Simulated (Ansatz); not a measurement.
Geometry optimisation, Ansatz 0.2.0, DFT LDA, scalar-relativistic, plane waves, PAW.

Input file:

```yaml
crystal:
  lattice:
    - [7.14, 0.0, 0.0]
    - [0.0, 7.14, 0.0]
    - [0.0, 0.0, 7.14]
  atoms:
    - { symbol: C, position: [0.5063623, -0.0017209, -0.0004157] }
    - { symbol: C, position: [0.6258406, 0.1254691, 0.1221746] }
    - { symbol: C, position: [0.7495408, 0.2473653, 0.0062239] }
    - { symbol: C, position: [0.8810057, 0.3678668, 0.1247326] }
    - { symbol: C, position: [0.7530665, 0.0060757, 0.2514712] }
    - { symbol: C, position: [0.871527, 0.1221762, 0.3770662] }
    - { symbol: C, position: [0.000217, 0.0006496, -0.0042505] }
    - { symbol: C, position: [0.123516, 0.1234901, 0.1219379] }
    - { symbol: C, position: [0.2447427, 0.2433894, -0.001779] }
    - { symbol: C, position: [0.3759768, 0.3768086, 0.1261789] }
    - { symbol: C, position: [0.4983355, 0.5053044, -0.0005453] }
    - { symbol: C, position: [0.627529, 0.6201977, 0.121109] }
    - { symbol: C, position: [0.7565995, 0.7518974, -0.0034999] }
    - { symbol: C, position: [0.8749007, 0.8746612, 0.1251057] }
    - { symbol: C, position: [0.2538003, -0.000778, 0.2419449] }
    - { symbol: C, position: [0.3728725, 0.1219793, 0.3751524] }
    - { symbol: C, position: [0.5004629, 0.2437703, 0.2479728] }
    - { symbol: C, position: [0.6300621, 0.37872, 0.3763023] }
    - { symbol: C, position: [0.8715015, 0.625683, 0.3842802] }
    - { symbol: C, position: [0.5071327, 0.0053089, 0.4940771] }
    - { symbol: C, position: [0.6239749, 0.1209775, 0.6292472] }
    - { symbol: C, position: [0.7508229, 0.2517814, 0.5030103] }
    - { symbol: C, position: [0.8758014, 0.3669113, 0.6275851] }
    - { symbol: C, position: [0.7465732, -0.0020387, 0.7440976] }
    - { symbol: C, position: [0.8757519, 0.1252592, 0.8722201] }
    - { symbol: C, position: [-0.0109381, 0.4989905, 0.0065355] }
    - { symbol: C, position: [0.1233943, 0.6257838, 0.1277751] }
    - { symbol: C, position: [0.2510031, 0.7480825, -0.0003823] }
    - { symbol: C, position: [0.3738668, 0.8741642, 0.1248192] }
    - { symbol: C, position: [-0.0026297, 0.2463184, 0.2480151] }
    - { symbol: C, position: [0.1278519, 0.3809853, 0.3768731] }
    - { symbol: C, position: [0.2507855, 0.5022947, 0.2512865] }
    - { symbol: C, position: [0.3763327, 0.6274501, 0.3791489] }
    - { symbol: C, position: [0.4982906, 0.7516181, 0.2533253] }
    - { symbol: C, position: [0.6263575, 0.8771537, 0.3786236] }
    - { symbol: C, position: [-0.0072967, 0.0067098, 0.5006296] }
    - { symbol: C, position: [0.1287158, 0.1272519, 0.6245633] }
    - { symbol: C, position: [0.2491582, 0.2481765, 0.4993697] }
    - { symbol: C, position: [0.3749342, 0.3753606, 0.6287996] }
    - { symbol: C, position: [0.4966864, 0.4995158, 0.497451] }
    - { symbol: C, position: [0.6251214, 0.6118461, 0.6256443] }
    - { symbol: C, position: [0.7452767, 0.751876, 0.5007982] }
    - { symbol: C, position: [0.871476, 0.8737805, 0.6263302] }
    - { symbol: C, position: [0.2537487, 0.0047918, 0.7598368] }
    - { symbol: C, position: [0.3755256, 0.1265997, 0.8803009] }
    - { symbol: C, position: [0.4961823, 0.2452379, 0.7488444] }
    - { symbol: C, position: [0.6221609, 0.3705798, 0.869169] }
    - { symbol: C, position: [0.7562351, 0.4986462, 0.7469824] }
    - { symbol: C, position: [0.8806196, 0.6248698, 0.8620845] }
    - { symbol: C, position: [-0.001061, 0.7563224, 0.2585885] }
    - { symbol: C, position: [0.1252002, 0.8710336, 0.3779676] }
    - { symbol: C, position: [-0.0011323, 0.4956698, 0.5020541] }
    - { symbol: C, position: [0.116914, 0.6328318, 0.6129242] }
    - { symbol: C, position: [0.253688, 0.7447776, 0.5017682] }
    - { symbol: C, position: [0.3754327, 0.8709954, 0.6293406] }
    - { symbol: C, position: [-0.0024767, 0.2464833, 0.7503375] }
    - { symbol: C, position: [0.1242035, 0.3730541, 0.8660695] }
    - { symbol: C, position: [0.2478262, 0.5004985, 0.7493721] }
    - { symbol: C, position: [0.3700139, 0.6282008, 0.8790894] }
    - { symbol: C, position: [0.5020669, 0.7492362, 0.7443881] }
    - { symbol: C, position: [0.621867, 0.8708583, 0.8752814] }
    - { symbol: C, position: [0.0035719, 0.752127, 0.7518909] }
    - { symbol: C, position: [0.1265344, 0.8684311, 0.8751596] }
total_charge: -2
basis:
  ecutwfc: 420.0
kpoints:
  mp_grid: { grid: [2, 2, 2] }
hamiltonian:
  xc: lda
  pseudopotentials: { kind: paw, azcp: { folder: soft_1 } }
scf:
  occupations: { method: gaussian, width: 0.02 }
  lower_state_search: "off"
relax:
  f_tol: 0.03
  max_steps: 60
  adjacent_minimum: "off"
output:
  write_density: true
  write_potential: true
  elf: true
  volumetric_format: npy
```

Run as:

```bash
$ ansatz run input.yaml --threads 4 --pin off --max-ram 10240MiB --backend cpu --events-out ev --progress --plain --runs-dir out
```

**Question.** Where does it end, and by what steps?

**Answer.** The run converged. The force dipped under the threshold on the way, but the program's further checks kept it going. Limits of this set-up: coarse k mesh, PAW files made for another functional, no spin, though dangling bonds at a vacancy may carry it, a typed lattice constant that wasn't relaxed here, charged cell in a uniform background, uncorrected. After 9 steps the energy has fallen by 3.816 eV; C18 moved furthest, 0.15 Å.

| step | energy less start (eV) | largest force component (eV/Å) | accepted |
| --- | --- | --- | --- |
| 0 | 0.0000 | 3.931 | yes |
| 1 | -3.0092 | 1.554 | yes |
| 2 | -3.7883 | 0.225 | yes |
| 3 | -3.8033 | 0.446 | yes |
| 4 | -3.7671 | 0.791 | no |
| 5 | -3.8103 | 0.220 | yes |
| 6 | -3.7142 | 0.923 | no |
| 7 | -3.8154 | 0.033 | yes |
| 8 | -3.8155 | 0.009 | yes |
| 9 | -3.8155 | 0.001 | yes |

```xyz
63
Lattice="7.1400 0.0000 0.0000 0.0000 7.1400 0.0000 0.0000 0.0000 7.1400" Properties=species:S:1:pos:R:3
C 3.572 -0.002 0.003
C 4.466 0.892 0.895
C 5.366 1.780 0.000
C 6.282 2.594 0.814
C 5.354 -0.005 1.785
C 6.243 0.892 2.676
C -0.003 -0.007 0.003
C 0.897 0.884 0.897
C 1.791 1.786 0.006
C 2.694 2.682 0.902
C 3.594 3.582 0.013
C 4.426 4.537 0.814
C 5.342 5.351 0.000
C 6.243 6.239 0.895
C 1.784 -0.005 1.785
C 2.672 0.884 2.673
C 3.594 1.793 1.802
C 4.426 2.594 2.756
C 6.282 4.537 2.756
C 3.572 -0.007 3.568
C 4.468 0.877 4.474
C 5.342 1.780 3.570
C 6.243 2.675 4.459
C 5.354 -0.005 5.355
C 6.241 0.877 6.237
C -0.025 3.549 0.013
C 0.874 4.449 0.902
C 1.778 5.345 0.006
C 2.672 6.247 0.897
C -0.025 1.793 1.769
C 0.874 2.682 2.669
C 1.784 3.565 1.785
C 2.694 4.449 2.669
C 3.594 5.338 1.769
C 4.466 6.239 2.676
C -0.003 -0.002 3.568
C 0.890 0.891 4.460
C 1.778 1.786 3.564
C 2.672 2.677 4.467
C 3.594 3.549 3.557
C 4.466 4.456 4.459
C 5.366 5.351 3.570
C 6.241 6.254 4.474
C 1.784 -0.005 5.355
C 2.679 0.891 6.251
C 3.572 1.783 5.358
C 4.466 2.675 6.252
C 5.354 3.565 5.355
C 6.243 4.456 6.252
C -0.025 5.338 1.802
C 0.897 6.247 2.673
C -0.025 3.582 3.557
C 0.897 4.453 4.467
C 1.791 5.345 3.564
C 2.679 6.240 4.460
C -0.003 1.783 5.353
C 0.897 2.677 6.244
C 1.784 3.565 5.355
C 2.672 4.453 6.244
C 3.572 5.348 5.353
C 4.468 6.254 6.237
C -0.003 5.348 5.358
C 0.890 6.240 6.251
```

Whether the end is a true minimum wasn't checked by a vibrational analysis.

The run took 62 s on 4 threads of Intel(R) Xeon(R) Platinum 8124M CPU @ 3.00GHz (Skylake/Cascade Lake) (shared host), peak memory 1.8 GiB.
